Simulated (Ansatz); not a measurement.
**BH₄NSe: how energies converge with the basis set**

Aim: see how fast density functionals converge with the basis set for BH₄NSe.

Computed with Ansatz 0.2.0, Gaussian basis. Level: one geometry, several basis sets.

Plan: PBE0-D4/def2-SVP; ωB97M-V/def2-SVP; PBE0-D4/def2-QZVPP; ωB97M-V/def2-QZVPP; the functionals' def2-TZVPP values are taken from earlier runs.

## 1. Structure used throughout

All runs share one geometry, relaxed beforehand with PBE0-D4 in a triple-zeta def2 set.

SMILES `NB[SeH]`, 7 atoms, charge 0, spin multiplicity 1.

Atoms are counted from 1 here; the program's logs count them from 0.

Bond lengths: N1–B2 1.389 Å, N1–H4 1.005 Å, N1–H5 1.006 Å, B2–Se3 1.956 Å, B2–H6 1.192 Å, Se3–H7 1.464 Å. Angles: B2–N1–H4 121.8°, B2–N1–H5 124.5°, H4–N1–H5 113.7°, N1–B2–Se3 120.3°, N1–B2–H6 120.2°, Se3–B2–H6 119.5°, B2–Se3–H7 94.6°.

## 2. PBE0-D4 in def2-SVP

The input, in.yaml:

```yaml
crystal:
  periodic: [false, false, false]
  atoms:
    - {symbol: N, position_ang: [-1.016414, 0.477820, -0.444955]}
    - {symbol: B, position_ang: [0.032197, -0.044314, 0.301962]}
    - {symbol: Se, position_ang: [1.650384, -0.689387, -0.587722]}
    - {symbol: H, position_ang: [-1.858182, 0.815665, -0.012222]}
    - {symbol: H, position_ang: [-1.017795, 0.557295, -1.447579]}
    - {symbol: H, position_ang: [-0.047620, -0.102488, 1.490151]}
    - {symbol: H, position_ang: [2.318629, -1.082590, 0.654663]}
basis:
  gaussian: {orbitals: def2-SVP}
hamiltonian: {xc: pbe0, dispersion: d4}
output: {orbitals: {seedname: orbitals}}
```

Started as:

```bash
$ ansatz run in.yaml --threads 2 --pin off --events-out ev --progress --plain --max-ram 4352MiB
```

The runs that follow: ωB97M-V in def2-SVP; PBE0-D4 in def2-QZVPP; ωB97M-V in def2-QZVPP.

Before running them: what should the planned runs give, taken together? Wanted: PBE0-D4: double and triple zeta above quadruple; ωB97M-V: double and triple zeta above quadruple.

**Answer**, as computed:

| quantity | value |
| --- | --- |
| PBE0-D4: double and triple zeta above quadruple | 12.04, 1.51 eV |
| ωB97M-V: double and triple zeta above quadruple | 12.09, 1.46 eV |

**Reading.** PBE0-D4 gains 10.53 eV from double to triple zeta, then 1.51 eV more. Total energies overstate the basis error of differences, where much of it tends to cancel. The LUMO of ωB97M-V is positive and keeps falling with the basis (2.62 to 1.51 eV): an unbound level that the basis holds in place.
